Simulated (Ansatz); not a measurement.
# CH7NSi: the cost of one run

Program: Ansatz 0.2.0, Gaussian basis. Level of theory: PBE0-D4/def2-TZVP structures, single points in def2-TZVPP, no counterpoise correction. These are calculated values, not measurements.

Levels: SPW92, PBE-D4, BLYP-D4, r2SCAN-D4, B97M-V, PBE0-D4, B3LYP-D4, r2SCAN0-D4, BHLYP-D4, CAM-B3LYP-D4, wB97X-V, wB97M-V, B2PLYP, PBE-QIDH, RPA on PBE, Hartree-Fock, MP2, CCSD, CCSD(T).

Cores are frozen in the correlated methods. B3LYP uses VWN-RPA correlation. B2PLYP carries no dispersion term here.

94 further runs of the same task are left out: 94 set aside as unsound or not needed. Runs told in other sessions of the task aren't counted.

## Step 1: Starting geometry

The complex: 15 atoms, charge 0, spin multiplicity 1.

Atoms are counted from 1 here; the program's logs count them from 0.

Bond lengths: Si1–H3 1.485 Å, Si1–H4 1.487 Å, Si1–H5 1.495 Å, Si1–N7 1.723 Å, Si2–H6 1.485 Å, Si2–H9 1.483 Å, Si2–H10 1.483 Å, Si2–H11 1.490 Å, N7–C8 1.449 Å, N7–H12 1.008 Å, C8–H13 1.094 Å, C8–H14 1.097 Å, C8–H15 1.093 Å. Angles: H3–Si1–H4 111.0°, H3–Si1–H5 108.5°, H3–Si1–N7 107.4°, H4–Si1–H5 107.1°, H4–Si1–N7 108.4°, H5–Si1–N7 114.6°, H6–Si2–H9 110.7°, H6–Si2–H10 110.8°, H6–Si2–H11 107.9°, H9–Si2–H10 111.1°, H9–Si2–H11 108.1°, H10–Si2–H11 108.1°, Si1–N7–C8 122.0°, Si1–N7–H12 116.8°, C8–N7–H12 113.1°, N7–C8–H13 110.7°, N7–C8–H14 113.7°, N7–C8–H15 109.4° and more.

Geometry (Å):

```
atom     x (Å)     y (Å)     z (Å)
 Si1  -1.63148   0.86912  -0.54376
 Si2   1.09215  -1.94560  -0.65735
  H3  -1.63071   0.75652  -2.02414
  H4  -2.27164  -0.31908   0.08050
  H5  -2.44831   2.06047  -0.15977
  H6   2.22556  -0.99313  -0.54527
  N7   0.01219   0.93137  -0.03178
  C8   0.37659   1.02709   1.36729
  H9   0.31550  -1.98717   0.60540
 H10   0.22198  -1.59780  -1.80726
 H11   1.65802  -3.30273  -0.89879
 H12   0.66123   1.40207  -0.64350
 H13   1.40038   0.67619   1.52484
 H14   0.29565   2.04267   1.77538
 H15  -0.27711   0.38001   1.95822
```

Its parts: CH₇NSi holds atoms 1, 3, 4, 5, 7, 8, 12, 13, 14, 15; SiH₄ holds atoms 2, 6, 9, 10, 11. Each part counts its atoms afresh in its own runs.

## Step 2: Relaxing CH₇NSi alone

The input, relax-a/in.yaml:

```yaml
crystal:
  periodic: [false, false, false]
  atoms:
    - {symbol: Si, position_ang: [-1.631479, 0.869116, -0.543764]}
    - {symbol: H, position_ang: [-1.630709, 0.756520, -2.024140]}
    - {symbol: H, position_ang: [-2.271644, -0.319082, 0.080500]}
    - {symbol: H, position_ang: [-2.448314, 2.060471, -0.159774]}
    - {symbol: N, position_ang: [0.012195, 0.931368, -0.031776]}
    - {symbol: C, position_ang: [0.376590, 1.027094, 1.367289]}
    - {symbol: H, position_ang: [0.661228, 1.402075, -0.643501]}
    - {symbol: H, position_ang: [1.400377, 0.676185, 1.524844]}
    - {symbol: H, position_ang: [0.295653, 2.042673, 1.775378]}
    - {symbol: H, position_ang: [-0.277113, 0.380008, 1.958217]}
basis:
  gaussian: {orbitals: def2-TZVP}
hamiltonian: {xc: pbe0, dispersion: d4}
relax: {f_tol: 0.005, max_steps: 200}
```

The run is started by

```sh
ansatz run in.yaml --threads 8 --pin off --events-out ev --progress --plain --max-ram 19148MiB
```

**Question.** How long does this run take on 8 threads of Arm Neoverse V2, shared host?

About 9.5 s.
